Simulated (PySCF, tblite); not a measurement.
**C₅H₉GaO: geometry, infrared bands and NMR shifts**

Wanted: the infrared bands and NMR shifts of C₅H₉GaO (`[CH3][GaH][O]C1=CCC1`), by calculation.

Programs: tblite 0.8.0 and PySCF 2.14.0, with density-fitted response routines of our own. Each step states its level of theory. These are calculated values for one molecule in the gas phase, unless marked as measured. Atoms count from 0, in the outputs and in this text.

## 1. The starting structure

16 atoms, charge 0, multiplicity 1; geometry from: force field or distance geometry start.

Bonds of the start (Å): C0–Ga1 1.99, Ga1–O2 1.76, O2–C3 1.40, C3–C4 1.28, C4–C5 1.46, C5–C6 1.49, C6–C3 1.47, C0–H7 1.11, C0–H8 1.10, C0–H9 1.14, Ga1–H10 1.40, C4–H11 1.09, C5–H12 1.10, C5–H13 1.12, C6–H14 1.12, C6–H15 1.12.

## 2. Relaxing the molecule with GFN2-xTB

What the job is given:

```
{"job": {"kind": "relax", "xc": "GFN2-xTB", "basis": "xTB"}, "charge": 0, "multiplicity": 1}
C     -3.377500     0.458600    -0.271600
Ga    -1.753400    -0.689000    -0.389300
O     -0.611600     0.054400     0.718700
C      0.739400     0.087300     0.346300
C      1.371300     0.618600    -0.636700
C      2.653300     0.111400    -0.158400
C      1.923000    -0.503400     0.986800
H     -3.371900     1.131100     0.606000
H     -3.505600     1.105600    -1.153100
H     -4.323700    -0.166500    -0.194100
H     -1.472000    -2.017200    -0.715700
H      1.086600     1.208400    -1.501800
H      3.176000    -0.593600    -0.824000
H      3.308200     0.934000     0.223400
H      2.174400    -0.105600     2.000000
H      1.976000    -1.625400     0.952400
```

Run with:

```sh
$ OMP_NUM_THREADS=1 python probes_run.py task.json out
```

The driver reads the jobs from task.json and runs them one after another.

**Question.** This job is followed by: GFN2-xTB harmonic vibrations, gas phase; GIAO PBE0/pcSseg-1 NMR shielding, non-relativistic, gas phase. Predict these results of the whole session: strongest single infrared mode (GFN2-xTB); zero-point energy (GFN2-xTB); 13C shifts against TMS (PBE0/pcSseg-1); 1H shifts against TMS (PBE0/pcSseg-1, means over atoms taken as alike); 17O shifts against H2O (PBE0/pcSseg-1); shieldings of Ga (PBE0/pcSseg-1).

**Answer**, as computed:

| quantity | value |
| --- | --- |
| strongest single infrared mode (GFN2-xTB) | 1679 cm⁻¹, 429 km/mol |
| zero-point energy (GFN2-xTB) | 74.5 kcal/mol |
| 13C shifts against TMS (PBE0/pcSseg-1) | 159.6, 104.7, 38.5, 20.0, 0.6 ppm |
| 1H shifts against TMS (PBE0/pcSseg-1, means over atoms taken as alike) | 5.74, 4.62, 2.73, 2.04, 0.48 ppm |
| 17O shifts against H2O (PBE0/pcSseg-1) | 210.3 ppm |
| shieldings of Ga (PBE0/pcSseg-1) | Ga1 1370.5 ppm |

In words: Over 123 steps the energy fell by 0.914 eV; of the close pairs, Ga1–H10 changed most, 1.396 to 1.552 Å. All 42 modes are real, so the xTB geometry is a minimum. The strongest single mode, at 1679 cm⁻¹, moves mainly H10. Unscaled tight-binding wavenumbers are off by several per cent, some by more. Its intensities can rank the bands wrongly. The most deshielded carbon is C3 (alkene carbon bearing oxygen), at 159.6 ppm: an sp2 carbon further deshielded by the attached heteroatom. At PBE0/pcSseg-1: The largest span, 639 ppm, is at Ga1, where the paramagnetic term is -1270 ppm. Spin-orbit coupling is left out, which matters for shieldings and couplings at and beside the heavy atoms.
